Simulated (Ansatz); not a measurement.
ClH3SSeSi, SMILES S[SiH](Cl)[SeH], a rigid scan of one bond length

Program: the Ansatz DFT code, driven from Python.

The script, `clh3ssesi_scan.py`:
```python
import ansatz as az
import numpy as np

BASIS_SET = "def2-SVP"
XC = "cam_b3lyp"

geometry = (
    az.Crystal.molecule()
    .atom("S", (0.1872, 1.4187, -1.1576))
    .atom("Si", (-0.0267, 0.2203, 0.5737))
    .atom("Cl", (1.7522, 0.2656, 1.6158))
    .atom("Se", (-0.4105, -1.9077, -0.0618))
    .atom("H", (-1.1786, 1.1635, -1.579))
    .atom("H", (-1.1054, 0.7406, 1.4332))
    .atom("H", (0.843, -1.9689, -0.87))
)

symbols = [site.symbol for site in geometry.cartesian_sites]
start = np.array([site.position_ang for site in geometry.cartesian_sites])
axis = (start[2] - start[1]) / np.linalg.norm(start[2] - start[1])
moving = [2]
lengths, energies = [1.815, 1.897, 1.98, 2.062, 2.145, 2.227, 2.31, 2.433], []
for length in lengths:
    xyz = start.copy()
    xyz[moving] += (length - np.linalg.norm(start[2] - start[1])) * axis
    point = az.Crystal.molecule()
    for symbol, xyz in zip(symbols, xyz):
        point = point.atom(symbol, xyz.tolist())
    calc = (
        point.calculation()
        .basis(gaussian=BASIS_SET)
        .functional(XC)
    )
    summary = calc.run(threads=1, pin="off").report
    energies.append(summary["free_energy_ev"])
    print(f"r = {length:6.3f} A  E = {energies[-1]:.5f} eV  <S^2> = {abs(summary['mean_field']['state']['spin_squared']):.3f}")

fit = np.polynomial.Polynomial.fit(lengths, np.array(energies) - min(energies), 4).convert()
roots = [r.real for r in fit.deriv().roots() if abs(r.imag) < 1e-9 and fit.deriv(2)(r.real) > 0]
r_e = min(roots, key=lambda r: abs(r - lengths[int(np.argmin(energies))]))
print(f"minimum of the fit at {r_e:.4f} A, force constant {fit.deriv(2)(r_e):.2f} eV/A^2")
```

`python clh3ssesi_scan.py` gives:
```text
r =  1.815 A  E = -96622.04634 eV  <S^2> = 0.000
r =  1.897 A  E = -96622.57177 eV  <S^2> = 0.000
r =  1.980 A  E = -96622.83680 eV  <S^2> = 0.000
r =  2.062 A  E = -96622.91224 eV  <S^2> = 0.000
r =  2.145 A  E = -96622.85706 eV  <S^2> = 0.000
r =  2.227 A  E = -96622.71378 eV  <S^2> = 0.000
r =  2.310 A  E = -96622.50949 eV  <S^2> = 0.000
r =  2.433 A  E = -96622.14320 eV  <S^2> = 0.000
minimum of the fit at 2.0629 A, force constant 19.24 eV/A^2
```

Notes:
- These settings explore the input space; basis and method may be short of convergence.
- The rest of the molecule is held rigid at a force-field or estimated start geometry, and the basis set is modest; single-reference methods fail as a bond breaks.
- The orbitals are restricted, so S² is zero by construction.
- It ran for 34 s on 1 thread of Arm Neoverse V2, on a shared host, peak memory 0.34 GiB.

(Lines on the test bed's own set-up are left out of the output.)
